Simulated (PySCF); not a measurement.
**[Yb(H2O)5]3+: other functionals and bases at one geometry**

How far do other levels of theory move the description of [Yb(H2O)5]3+, and what does each cost? It is a constructed species; whether it can be made isn't addressed.

Program: PySCF 2.14.0. Level of theory: several levels, as the steps say, no spin–orbit coupling. These are calculated values, not measurements.

3 further runs of the same task are left out: 2 for a known fault of the program, 1 that didn't finish.

### Step 1. The starting structure

16 atoms, charge 3, spin multiplicity 1.

Bond lengths: Yb1–O2 2.262 Å, Yb1–O5 2.262 Å, Yb1–O8 2.238 Å, Yb1–O11 2.276 Å, Yb1–O14 2.276 Å, O2–H3 0.980 Å, O2–H4 0.980 Å, O5–H6 0.980 Å, O5–H7 0.980 Å, O8–H9 0.982 Å, O8–H10 0.982 Å, O11–H12 0.981 Å, O11–H13 0.981 Å, O14–H15 0.981 Å, O14–H16 0.981 Å. Angles: O2–Yb1–O5 148.3°, O2–Yb1–O8 105.8°, O2–Yb1–O11 86.6°, O2–Yb1–O14 86.6°, O5–Yb1–O8 105.8°, O5–Yb1–O11 86.6°, O5–Yb1–O14 86.6°, O8–Yb1–O11 102.5°, O8–Yb1–O14 102.5°, O11–Yb1–O14 155.0°, Yb1–O2–H3 127.9°, Yb1–O2–H4 128.1°, H3–O2–H4 103.9°, Yb1–O5–H6 127.9°, Yb1–O5–H7 128.1°, H6–O5–H7 103.9°, Yb1–O8–H9 128.0°, Yb1–O8–H10 128.0° and more.

Geometry (Å):

```
atom    x (Å)    y (Å)    z (Å)
 Yb1  -0.0475   0.0000   0.0000
  O2  -0.6651  -0.0427   2.1752
  H3  -0.8614   0.7182   2.7603
  H4  -0.8002  -0.8241   2.7508
  O5  -0.6651   0.0428  -2.1752
  H6  -0.8614  -0.7181  -2.7603
  H7  -0.8001   0.8242  -2.7508
  O8   2.1904  -0.0001   0.0000
  H9   2.7954  -0.0004   0.7730
 H10   2.7954   0.0002  -0.7730
 O11  -0.5400   2.2220   0.0424
 H12   0.0875   2.9748   0.0838
 H13  -1.4205   2.6532   0.0213
 O14  -0.5401  -2.2219  -0.0424
 H15  -1.4207  -2.6531  -0.0213
 H16   0.0873  -2.9748  -0.0838
```

Formal oxidation states: Yb +3. Each metal's 13 4f electrons lie in its core potential, so multiplicities, spins and levels count the valence alone. An earlier session relaxed this geometry at PBE0, Yb lcecp-1-SVP with ECP59, O def2-SVP, H def2-SVP (singlet, point group C2).

At PBE0 on the finer grid: E = -419.970680 Eh, HOMO -23.67 eV, LUMO -13.67 eV, Mulliken charge on Yb1 +1.50 e, largest force component 0.018 eV/Å. 

Levels to run: CAM-B3LYP; TPSSh; r2SCAN; revPBE; PBE0, TZVP. Hardware: 4 threads of Arm Neoverse V1, shared host.

### Step 2. CAM-B3LYP

Contents of run.py (the lines that set the calculation):

```python
mol = gto.M(atom='''
Yb    -0.04748     0.00000     0.00000
O     -0.66506    -0.04270     2.17520
H     -0.86137     0.71818     2.76026
H     -0.80019    -0.82414     2.75081
O     -0.66506     0.04275    -2.17520
H     -0.86142    -0.71812    -2.76026
H     -0.80013     0.82420    -2.75081
O      2.19041    -0.00008     0.00000
H      2.79542    -0.00037     0.77303
H      2.79542     0.00016    -0.77303
O     -0.53996     2.22197     0.04241
H      0.08748     2.97480     0.08380
H     -1.42051     2.65320     0.02131
O     -0.54013    -2.22193    -0.04241
H     -1.42071    -2.65310    -0.02131
H      0.08726    -2.97481    -0.08380''',
    basis={'Yb': 'lcecp-1-SVP', 'O': 'def2-SVP', 'H': 'def2-SVP'},
    ecp={'Yb': 'lcecp-1-SVP'},
    charge=3, spin=0)
mf = dft.RKS(mol, xc='CAMB3LYP')
mf.grids.atom_grid = (75, 302)  # f atoms: unpruned, at least (60, 302)
mf = mf.density_fit()  # fitting sets: Yb AutoAux, O def2-universal-JKFIT, H def2-universal-JKFIT
mf.conv_tol = 1e-08; mf.max_cycle = 55
mf.kernel(dm0)  # dm0: the density of the relaxed state
```

Launch:

```
OMP_NUM_THREADS=4 python run.py
```

### Step 3. TPSSh

Changes to run.py (the lines that set the calculation) since step 2:

```diff
@@ -20,3 +20,3 @@
     charge=3, spin=0)
-mf = dft.RKS(mol, xc='CAMB3LYP')
+mf = dft.RKS(mol, xc='TPSSH')
 mf.grids.atom_grid = (75, 302)  # f atoms: unpruned, at least (60, 302)
```

### Step 4. r2SCAN

Changes to run.py (the lines that set the calculation) since step 3:

```diff
@@ -20,3 +20,3 @@
     charge=3, spin=0)
-mf = dft.RKS(mol, xc='TPSSH')
+mf = dft.RKS(mol, xc='R2SCAN')
 mf.grids.atom_grid = (75, 302)  # f atoms: unpruned, at least (60, 302)
```

### Step 5. revPBE

Changes to run.py (the lines that set the calculation) since step 4:

```diff
@@ -20,3 +20,3 @@
     charge=3, spin=0)
-mf = dft.RKS(mol, xc='R2SCAN')
+mf = dft.RKS(mol, xc='PBE_R,PBE')
 mf.grids.atom_grid = (75, 302)  # f atoms: unpruned, at least (60, 302)
```

### Step 6. PBE0, TZVP

Basis: Yb lcecp-1-TZVP with ECP59, O def2-TZVP, H def2-TZVP. 

Changes to run.py (the lines that set the calculation) since step 5:

```diff
@@ -17,6 +17,6 @@
 H      0.08726    -2.97481    -0.08380''',
-    basis={'Yb': 'lcecp-1-SVP', 'O': 'def2-SVP', 'H': 'def2-SVP'},
-    ecp={'Yb': 'lcecp-1-SVP'},
+    basis={'Yb': 'lcecp-1-TZVP', 'O': 'def2-TZVP', 'H': 'def2-TZVP'},
+    ecp={'Yb': 'lcecp-1-TZVP'},
     charge=3, spin=0)
-mf = dft.RKS(mol, xc='PBE_R,PBE')
+mf = dft.RKS(mol, xc='PBE0')
 mf.grids.atom_grid = (75, 302)  # f atoms: unpruned, at least (60, 302)
@@ -24,2 +24,2 @@
 mf.conv_tol = 1e-08; mf.max_cycle = 55
-mf.kernel(dm0)  # dm0: the density of the relaxed state
+mf.kernel(dm0)  # dm0: free metal ions and neutral atoms
```

What does the calculation give? Wanted: for each run, HOMO; gap; charge on Yb1; dipole; largest force.

As calculated:

| level | state | HOMO (eV) | gap (eV) | charge on Yb1 (e) | dipole (D) | largest force (eV/Å) | basis functions | time |
| --- | --- | --- | --- | --- | --- | --- | --- | --- |
| PBE0 (relaxed here) | singlet | -23.67 | 10.00 | 1.50 | 0.25 | 0.02 | 153 | 29 s |
| CAM-B3LYP | singlet | -25.18 | 12.64 | 1.44 | 0.24 | 0.16 | 153 | 11 s |
| TPSSh | singlet | -22.62 | 8.58 | 1.46 | 0.25 | 0.22 | 153 | 14 s |
| r2SCAN | singlet | -22.23 | 7.87 | 1.48 | 0.25 | 0.18 | 153 | 13 s |
| revPBE | singlet | -21.70 | 7.12 | 1.34 | 0.26 | 0.40 | 153 | 8.7 s |
| PBE0, TZVP | singlet | -23.68 | 10.05 | 1.97 | 0.28 | 0.33 | 262 | 43 s |

Times are on 4 threads of Arm Neoverse V1, shared host; the first row also made further properties. The dipole of a charged species depends on the origin, so these sizes hold for this origin alone.

In one basis the HOMO–LUMO gap runs from 7.12 eV (revPBE) to 12.64 eV (CAM-B3LYP). The largest leftover force, 0.40 eV/Å with revPBE, stands at a geometry relaxed at another level. The Mulliken charge on Yb spans +1.34 to +1.97 e over the levels. With 4f in the core, its levels are missing from HOMO and gap. Total energies of different levels can't be compared. Spin–orbit coupling is left out throughout.
